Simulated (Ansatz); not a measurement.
**UHF/def2-TZVPPD run of NH2 (SMILES [NH2])**

Aim: the electronic atomisation energy of NH2 at UHF/def2-TZVPPD, from 3 runs. 

The results are computed with Ansatz 0.2.0.

34 further runs of the same task are left out: 34 set aside as unsound or not needed.

## Step 1: The structure to begin with

The species is NH2 (3 atoms), meant as a doublet with charge 0. SMILES: `[NH2]`. The coordinates come from a PBE0-D4/def2-TZVP relaxation.

Bond lengths: N1–H2 1.027 Å, N1–H3 1.027 Å. Angles: H2–N1–H3 103.1°.

## Step 2: A single-point energy at UHF/def2-TZVPPD

Contents of in.yaml:

```yaml
crystal:
  periodic: [false, false, false]
  atoms:
    - symbol: "N"
      position_ang: [0.337090, -0.200010, 0.166180]
    - symbol: H
      position_ang: [0.130750, 0.805920, 0.159430]
    - symbol: H
      position_ang: [-0.467840, -0.605900, -0.325600]
basis:
  gaussian: {orbitals: def2-TZVPPD.json}
total_charge: 0
magnetization: {spin_polarized: true, initial_magnetization: 1}
output: {orbitals: {seedname: orbitals}}
accuracy: high
hamiltonian: {xc: hf}
```

The basis set def2-TZVPPD is read from a file made from the Basis Set Exchange's data (not shown).

Run with:

```sh
$ ansatz run in.yaml --threads 1 --pin off --max-ram 3480MiB --events-out events.jsonl --progress --plain --runs-dir runs
```

Standard output:

```text
Warning: RAYON_NUM_THREADS=1 ignored (pool sized by the plan → 1); use --threads N
Functional definition: HF
  name "HF"
  exchange = exact_x
  correlation = 0
1087 factors; integrals over basis functions are off by at most 3.7e-9 eV
mean field evaluation 1: about -1511.9437 eV, gradient 1.3e1 eV
mean field evaluation 2: about -1511.9435 eV, gradient 1.3e1 eV
mean field evaluation 4: about -1512.6518 eV, gradient 1.3e0 eV
mean field evaluation 8: about -1512.6647 eV, gradient 9.9e-4 eV
mean field -1512.66469885 eV, -55.5894023618 hartree, gradient 2.2e-8 eV, S^2 0.759650; 0 other end points of the search recorded, 0 dependent functions left out
reference -1512.66469885 eV, -55.5894023618 hartree; 5, 4 occupied and 66, 67 virtual orbitals, 1087 factors
Total energy: -1512.66469885 eV, -55.5894023618 hartree
```

Run time: 0.64 s. Hardware: 1 thread of Intel Xeon Platinum 8375C at 2.90GHz (Ice Lake), shared host; peak memory 0.13 GiB.

## Step 3: The H atom

Contents of job.yaml:

```yaml
crystal:
  periodic: [false, false, false]
  atoms:
    - {symbol: H, position_ang: [0.000000, 0.000000, 0.000000]}
basis:
  gaussian:
    orbitals: def2-TZVPPD.json
magnetization:
  spin_polarized: true
  initial_magnetization: 1
hamiltonian:
  xc: hf
accuracy: high
```

The basis set def2-TZVPPD is read from a file made from the Basis Set Exchange's data (not shown).

Run with:

```sh
$ ansatz run job.yaml --threads 1 --pin off --max-ram 3480MiB --events-out events.jsonl --progress --plain --runs-dir runs
```

Standard output:

```text
Warning: RAYON_NUM_THREADS=1 ignored (pool sized by the plan → 1); use --threads N
[... 4 set-up lines as earlier in the session ...]
117 factors; integrals over basis functions are off by at most 2.6e-9 eV
mean field evaluation 1: about -13.5533 eV, gradient 1.7e0 eV
mean field evaluation 2: about -13.5533 eV, gradient 1.7e0 eV
mean field evaluation 4: about -13.6005 eV, gradient 3.2e-3 eV
mean field evaluation 8: about -13.6005 eV, gradient 2.1e-13 eV
mean field -13.60051839 eV, -0.4998098322 hartree, gradient 4.4e-10 eV, S^2 0.750000; 0 other end points of the search recorded, 0 dependent functions left out
reference -13.60051839 eV, -0.4998098322 hartree; 1, 0 occupied and 16, 17 virtual orbitals, 117 factors
Total energy: -13.60051839 eV, -0.4998098322 hartree
```

It took 0.04 s on 1 thread of Intel Xeon Platinum 8375C at 2.90GHz (Ice Lake), shared host.

## Step 4: The N atom

Contents of molecule.yaml:

```yaml
basis:
  gaussian:
    orbitals: def2-TZVPPD.json
crystal:
  periodic: [false, false, false]
  atoms:
    - {symbol: N, position_ang: [0.000000, 0.000000, 0.000000]}
total_charge: 0
magnetization:
  spin_polarized: true
  initial_magnetization: 3
hamiltonian:
  xc: hf
accuracy: high
```

The basis set def2-TZVPPD is read from a file made from the Basis Set Exchange's data (not shown).

Run the same way, it converges to -54.40277 Eh (log not shown).

## Step 5: Summary of results

At UHF/def2-TZVPPD:

| quantity | value |
| --- | --- |
| molecule: total energy | -55.58940 Eh |
| molecule: HOMO energy (highest over α and β) | -12.60 eV |
| molecule: LUMO energy (lowest over α and β) | 2.29 eV |
| molecule: ⟨S²⟩ | 0.760 |
| H atom: total energy | -0.49981 Eh |
| H atom: ⟨S²⟩ | 0.750 |
| N atom: total energy | -54.40277 Eh |
| N atom: ⟨S²⟩ | 3.758 |
| electronic atomisation energy | 5.089 eV |

What this shows: Taking the molecule apart into free atoms costs 5.09 eV (117 kcal/mol), before zero-point energy and without spin-orbit coupling. Hartree–Fock lacks the correlation of the bonding pairs, which as a rule makes this value much too low; in minimal bases other errors can mask that.
